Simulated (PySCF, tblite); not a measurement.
# C₆H₁₁FO₂Si: geometry, infrared bands and NMR shifts

What infrared bands and NMR shifts should C₆H₁₁FO₂Si (`C[C@]1([SiH2]F)C[C@@H](OC=O)C1`) show?

The runs use tblite 0.8.0 and PySCF 2.14.0, with density-fitted response routines of our own; the level of theory stands in each step. All values are computed, except where a source is named. Atoms are numbered from 0 throughout.

## 1. The starting structure

21 atoms, charge 0, multiplicity 1; geometry from: force field or distance geometry start.

Bonds of the start (Å): C0–C1 1.53, C1–Si2 1.94, Si2–F3 1.61, C1–C4 1.55, C4–C5 1.54, C5–O6 1.45, O6–C7 1.37, C7–O8 1.22, C5–C9 1.56, C9–C1 1.56, C0–H10 1.10, C0–H11 1.09, C0–H12 1.09, Si2–H13 1.48, Si2–H14 1.49, C4–H15 1.09, C4–H16 1.10, C5–H17 1.10, C7–H18 1.09, C9–H19 1.10, C9–H20 1.10.

## 2. Optimising the geometry with GFN2-xTB

The job: settings as JSON, then the geometry in Å.

```
{"job": {"kind": "relax", "xc": "GFN2-xTB", "basis": "xTB"}, "charge": 0, "multiplicity": 1}
C     -1.558800    -1.478700     0.138100
C     -0.902700    -0.128800    -0.152400
Si    -2.216300     1.281300    -0.415000
F     -1.433100     2.654700    -0.723100
C      0.199700    -0.160200    -1.235900
C      1.256000    -0.328400    -0.127100
O      2.476800     0.427500    -0.323100
C      3.365300     0.355800     0.711900
O      3.225200    -0.283700     1.743500
C      0.216800     0.270400     0.863100
H     -2.188700    -1.434700     1.041300
H     -0.830400    -2.271600     0.295900
H     -2.207800    -1.788000    -0.687200
H     -3.052400     1.452900     0.797300
H     -3.090200     0.964900    -1.579800
H      0.141900    -0.991700    -1.938100
H      0.332100     0.768800    -1.817100
H      1.475200    -1.394000     0.065500
H      4.242500     0.963600     0.469900
H      0.185600    -0.217000     1.843300
H      0.354600     1.353800     1.028400
```

The run is started by

```sh
$ OMP_NUM_THREADS=1 python probes_run.py task.json out
```

This one command runs all jobs of the session in turn.

**Question.** This job is followed by: GFN2-xTB harmonic vibrations, gas phase; GIAO PBE0/pcSseg-1 NMR shielding, non-relativistic, gas phase. What will the session give for the following? strongest single infrared mode (GFN2-xTB); zero-point energy (GFN2-xTB); 13C shifts against TMS (PBE0/pcSseg-1, means over atoms taken as alike); 1H shifts against TMS (PBE0/pcSseg-1, means over atoms taken as alike); 29Si shifts against TMS (PBE0/pcSseg-1); 19F shifts against CFCl3 (PBE0/pcSseg-1); 17O shifts against H2O (PBE0/pcSseg-1).

As calculated:

| quantity | value |
| --- | --- |
| strongest single infrared mode (GFN2-xTB) | 1785 cm⁻¹, 540 km/mol |
| zero-point energy (GFN2-xTB) | 100.1 kcal/mol |
| 13C shifts against TMS (PBE0/pcSseg-1, means over atoms taken as alike) | 164.8, 65.9, 37.9, 23.1, 19.2 ppm |
| 1H shifts against TMS (PBE0/pcSseg-1, means over atoms taken as alike) | 8.04, 5.76, 4.89, 2.66, 2.18, 1.19 ppm |
| 29Si shifts against TMS (PBE0/pcSseg-1) | 3.0 ppm |
| 19F shifts against CFCl3 (PBE0/pcSseg-1) | -232.3 ppm |
| 17O shifts against H2O (PBE0/pcSseg-1) | 443.8, 245.6 ppm |

In words: Relaxing lowered the energy by 0.276 eV in 68 steps; the close pair that moved most is O6–C7, from 1.366 to 1.317 Å. All 57 modes are real, so the xTB geometry is a minimum. The strongest single mode, at 1785 cm⁻¹, moves mainly C7 and O8. GFN2-xTB is a fitted tight-binding method: band positions and strengths are rough. Its intensities can rank the bands wrongly. The most deshielded carbon is C7 (ester carbonyl carbon), at 164.8 ppm: it is a carbonyl in resonance with an O or N lone pair, the region of acids, esters and amides. At PBE0/pcSseg-1: Shielding is most anisotropic at O8 (span 692 ppm, paramagnetic term -511 ppm).
